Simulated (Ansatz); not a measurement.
Crystal: HfIn4SiO6.

```
CELL_PARAMETERS angstrom
5.27743 0.00000 0.00000
-2.63872 4.57039 0.00000
0.00000 0.00000 10.55905
ATOMIC_POSITIONS crystal
Hf 0.00000 0.00000 0.00000
In 0.33333 0.66667 0.30446
In 0.33333 0.66667 0.69554
In 0.66667 0.33333 0.78919
In 0.66667 0.33333 0.21081
Si 0.33333 0.66667 0.00000
O 0.30634 0.37162 0.89972
O 0.62838 0.69366 0.10028
O 0.62838 0.93471 0.89972
O 0.06529 0.37162 0.10028
O 0.06529 0.69366 0.89972
O 0.30634 0.93471 0.10028
```

The cell was built by a generator and needn't be a form met in nature.

```yaml
Program: Ansatz 0.2.0
Task: relaxation of cell and atoms
Functional: PBEsol
Dispersion: D3(BJ)
Potentials_or_basis: Ansatz PAW
Cutoff: "420 eV (not typed: the program's choice for these potentials)"
k_mesh: 4 × 4 × 2
Occupations: fermi-dirac, width 0.05 eV
Spin: no spin polarisation
```

At the start: volume 21.22 Å³/atom.

Problem. Where does the relaxation end?

Solution. It ends after 12 steps and the volume is 18.39 Å³/atom (-13.4 %); space group P312 (No. 149, to 0.05 Å).

Step by step:
| step | energy change (eV) | largest force (eV/Å) | volume (Å³) |
| --- | --- | --- | --- |
| 1 | 0.0000 | 0.3547 | 254.68 |
| 2 | -0.2371 | 0.4710 | 232.87 |
| 3 | -0.3586 | 0.1282 | 222.61 |
| 4 | -0.3684 | 0.0538 | 220.47 |
| 5 | -0.3614 | 0.0518 | 224.16 |
| 6 | -0.3664 | 0.0726 | 222.54 |
| 7 | -0.3686 | 0.0293 | 222.31 |
| 8 | -0.3685 | 0.0126 | 222.44 |
| 9 | -0.3687 | 0.0038 | 222.41 |
| 10 | -0.3329 | 0.0037 | 222.41 |
| 11 | -0.3389 | 0.0022 | 220.67 |
| 12 | -0.3347 | 0.0020 | 220.67 |

Final structure:
```cif
data_structure
_symmetry_space_group_name_H-M 'P 1'
_symmetry_Int_Tables_number 1
_cell_length_a 5.1399
_cell_length_b 5.1399
_cell_length_c 9.6450
_cell_angle_alpha 90.000
_cell_angle_beta 90.000
_cell_angle_gamma 120.000
_cell_volume 220.67
loop_
_atom_site_label
_atom_site_type_symbol
_atom_site_fract_x
_atom_site_fract_y
_atom_site_fract_z
_atom_site_occupancy
Hf1 Hf 0.00000 0.00000 0.00000 1
In1 In 0.33333 0.66667 0.32706 1
In2 In 0.33333 0.66667 0.67294 1
In3 In 0.66667 0.33333 0.76635 1
In4 In 0.66667 0.33333 0.23365 1
Si1 Si 0.33333 0.66667 0.00000 1
O1 O 0.31286 0.37162 0.89096 1
O2 O 0.62838 0.68714 0.10904 1
O3 O 0.62838 0.94124 0.89096 1
O4 O 0.05876 0.37162 0.10904 1
O5 O 0.05876 0.68714 0.89096 1
O6 O 0.31286 0.94124 0.10904 1
```

Caveat: the plane-wave basis is chosen anew once the cell has moved, so the energies of steps on either side of that aren't comparable; the pressure holds a Pulay correction of +0.4 GPa for the finite cutoff; pairwise dispersion overbinds metals, which lowers pressure and volume; the PAW data sets come from PBE, with cores solved anew for the run's functional, which leaves a small shift of forces and pressure.
